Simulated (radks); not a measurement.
# Fe inside a hard spherical wall

The task here is to estimate one member of a computed series from the others.

The numbers are computed with radks (a radial shooting solver on a logarithmic mesh, Libxc functionals) version 1 (non-relativistic Kohn-Sham, PBE, spin-polarised, spherical densities, point nucleus; open shells are filled with parallel spins first), except any that are marked as measured or tabulated.

### The atom as given

| Item | Value |
| --- | --- |
| element | iron (Z = 26) |
| charge | 0 |
| electrons | 26 |
| configuration | [Ar] 3d6 4s2 |

The outer shells:

Fe
```
[Ar] core
3d [↑↓][↑ ][↑ ][↑ ][↑ ]
4s [↑↓]
```

The first run:

Settings of this run:

```text
Z 26
configuration [Ar] 3d6 4s2 4p0 5s0 4d0
relativity non-relativistic
functional pbe,pbe
spin polarised
nucleus point
```

Among the steps run: The free atom; Wall at 15 bohr; Wall at 10 bohr; Wall at 8 bohr; Wall at 6 bohr; Wall at 5 bohr; Wall at 4 bohr; Wall at 3.5 bohr; Wall at 3 bohr; Wall at 2.5 bohr; Wall at 2 bohr.

One of the session's tables, all rows but one given; the rest of the session is left out.

```
R (bohr)  E − E(free) (eV)  ε(4s) (eV)  ε(4p, empty) (eV)  ε(5s, empty) (eV)  ε(4d, empty) (eV)
    free             0.000      -5.525             -1.481                  -                  -
      15             0.000      -5.525             -1.478              0.268              1.214
      10             0.010      -5.498             -1.379              1.585              2.407
       8             0.096      -5.349             -1.041              3.836              3.883
       6             0.918      -4.474              0.468             10.876              7.771
       5             2.899      -2.924              2.793             20.005             12.390
       4             9.795       1.389              8.654             40.495             22.184
     3.5                 ?           ?                  ?                  ?                  ?
       3            38.867      16.164             26.822             95.910             47.130
     2.5            87.318      37.533             51.240             162.35             75.778
       2            227.19      91.129             108.63             304.20             135.24
```

Estimate the missing values for R (bohr) = 3.5.

Worked estimate for «E − E(free) (eV)». A straight line through the neighbours (4, 9.795) and (3, 38.867) gives 9.795 + (38.867 − 9.795) × (3.5 − 4) / (3 − 4) = 24.331; a parabola fitted to 4 rows on both sides gives 20.401.

As computed: E − E(free) (eV): 18.951; ε(4s) (eV): 6.369; ε(4p, empty) (eV): 14.983; ε(5s, empty) (eV): 60.758; ε(4d, empty) (eV): 31.486. In «E − E(free) (eV)» the line misses by +5.380 and the parabola by +1.450.

What this shows: Eigenvalues are for spin up. From R = 4 bohr inwards the highest occupied level lies above zero, pushed up by confinement. Shells are not refilled when levels cross, and a hard wall is a model, not a crystal.
